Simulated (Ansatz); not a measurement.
# Li started on a Ba site and an O vacancy in perovskite BaTiO3, 39 atoms, charge −1

Wanted: geometry, formation energy and gap levels of the defect, compared across PBEsol and HSE06.

Program: Ansatz 0.2.0, PAW, plane waves. These are calculated values, not measurements.

## (1) The system as built

39 atoms (7 Ba, 1 Li, 8 Ti, 23 O); a = 7.940 Å, b = 7.940 Å, c = 7.940 Å, α = 90.00°, β = 90.00°, γ = 90.00°. All atoms were shaken off their sites by about 0.02 Å along each axis. Defect site 1: (0.500, 0.500, 0.500). Defect site 2: (0.250, 0.250, 0.000).

Steps to follow: (2) PBEsol relaxation at the single k point (¼, ¼, ¼), on 7 threads of Arm Neoverse-V2; (3) HSE06 single point at the single k point (¼, ¼, ¼), on 7 threads of Arm Neoverse-V2.

## (2) Relaxation of the positions (PBEsol)

The input, in.yaml:

```yaml
crystal:
  lattice:
    - [7.940420, 0.000000, 0.000000]
    - [0.000000, 7.940420, 0.000000]
    - [0.000000, 0.000000, 7.940420]
  atoms:
    - { symbol: Ba, position: [0.996993, 0.997767, 0.000028] }
    - { symbol: Ba, position: [0.003608, 0.998471, 0.500963] }
    - { symbol: Ba, position: [0.000785, 0.502087, 0.999936] }
    - { symbol: Ba, position: [0.003415, 0.504576, 0.497296] }
    - { symbol: Ba, position: [0.498374, 0.001722, 0.996733] }
    - { symbol: Ba, position: [0.501243, 0.003171, 0.497074] }
    - { symbol: Ba, position: [0.498487, 0.499158, 0.994358] }
    - { symbol: Li, position: [0.501869, 0.500431, 0.500157] }
    - { symbol: Ti, position: [0.251039, 0.251505, 0.245104] }
    - { symbol: Ti, position: [0.248885, 0.245747, 0.748737] }
    - { symbol: Ti, position: [0.248178, 0.752843, 0.250541] }
    - { symbol: Ti, position: [0.254123, 0.749737, 0.749636] }
    - { symbol: Ti, position: [0.749032, 0.247926, 0.251546] }
    - { symbol: Ti, position: [0.754482, 0.252906, 0.748106] }
    - { symbol: Ti, position: [0.749345, 0.749343, 0.251452] }
    - { symbol: Ti, position: [0.752217, 0.749497, 0.751759] }
    - { symbol: O, position: [0.250401, 0.246770, 0.499334] }
    - { symbol: O, position: [0.247647, 0.754066, 0.000127] }
    - { symbol: O, position: [0.250466, 0.750611, 0.500163] }
    - { symbol: O, position: [0.748753, 0.247140, 0.002987] }
    - { symbol: O, position: [0.750639, 0.253443, 0.499365] }
    - { symbol: O, position: [0.748957, 0.749345, 0.000455] }
    - { symbol: O, position: [0.748920, 0.749434, 0.497591] }
    - { symbol: O, position: [0.006615, 0.250951, 0.252004] }
    - { symbol: O, position: [0.997293, 0.252635, 0.753850] }
    - { symbol: O, position: [0.001079, 0.745814, 0.249923] }
    - { symbol: O, position: [0.002437, 0.748962, 0.747039] }
    - { symbol: O, position: [0.499830, 0.252892, 0.254524] }
    - { symbol: O, position: [0.501989, 0.246771, 0.752507] }
    - { symbol: O, position: [0.501145, 0.750037, 0.245616] }
    - { symbol: O, position: [0.500828, 0.752620, 0.753806] }
    - { symbol: O, position: [0.249223, 0.002113, 0.250343] }
    - { symbol: O, position: [0.249340, 0.997264, 0.751876] }
    - { symbol: O, position: [0.244942, 0.502038, 0.250826] }
    - { symbol: O, position: [0.248480, 0.499262, 0.748406] }
    - { symbol: O, position: [0.753354, 0.997116, 0.251369] }
    - { symbol: O, position: [0.748613, 0.002996, 0.753574] }
    - { symbol: O, position: [0.747643, 0.500294, 0.245481] }
    - { symbol: O, position: [0.750420, 0.501295, 0.751951] }
  symmetry: { detect: false }
kpoints:
  mp_grid: { grid: [1, 1, 1], shift: [0.25, 0.25, 0.25] }
hamiltonian:
  xc: pbesol
total_charge: -1
scf:
  occupations: { method: fermi_dirac, width: 0.01 }
relax:
  f_tol: 0.03
  max_steps: 80
  escape_saddle: false
  adjacent_minimum: "off"
output:
  forces: true
  eigenvalues: true
  populations: true
  charged_corrections: { epsilon: 300 }
```

The run is started by

```bash
ansatz run in.yaml --threads 7 --pin off --max-ram 13300MiB --runs-dir r --events-out ev --progress --plain
```

Further steps of the session: HSE06 on the final geometry.

Q: Predict the outcome of this session. Wanted: for each run, formation energy; host gap; top filled to lowest empty.

As calculated:

```
             level                   time  formation energy (eV)  host gap (eV)  top filled to lowest empty (eV)
PBEsol, relaxation   62 s (7 CPU threads)                   9.87           1.42                             0.19
             HSE06  2 min (7 CPU threads)                  10.88           2.89                             0.76
```

| quantity | value |
| --- | --- |
| relaxation | 16 recorded steps, 1.38 eV gained |
| largest shift | 1.03 Å (Li8) |

The relaxation lowers the energy by 1.38 eV; the largest shift is 1.03 Å (Li8). The formation energy at E_F = VBM goes from 9.87 eV (PBEsol) to 10.88 eV (HSE06), as the host gap goes from 1.42 to 2.89 eV. The reservoirs are the elements' reference phases; where the defect changes the composition, the value depends on that choice. HSE06 shows no level inside the gap that the count of atoms sharing it marks as tightly localised. A filled level lies near or above the host's conduction edge and spreads over many atoms, so that electron is band-like or shallow, not bound in a deep state; the formation energy is then not that of a true charge state of the defect. The one k point lies off Γ, so the host's band edges aren't sampled; a defect level near or above the conduction edge can stay filled here though it would empty into the band on a fuller mesh. The host's edges were read at Γ, so band-like levels at this k point need not coincide with them. One k point and a cell of this size can leave errors of several tenths of an eV. The dielectric constant of 300 in the correction is an assumed value.
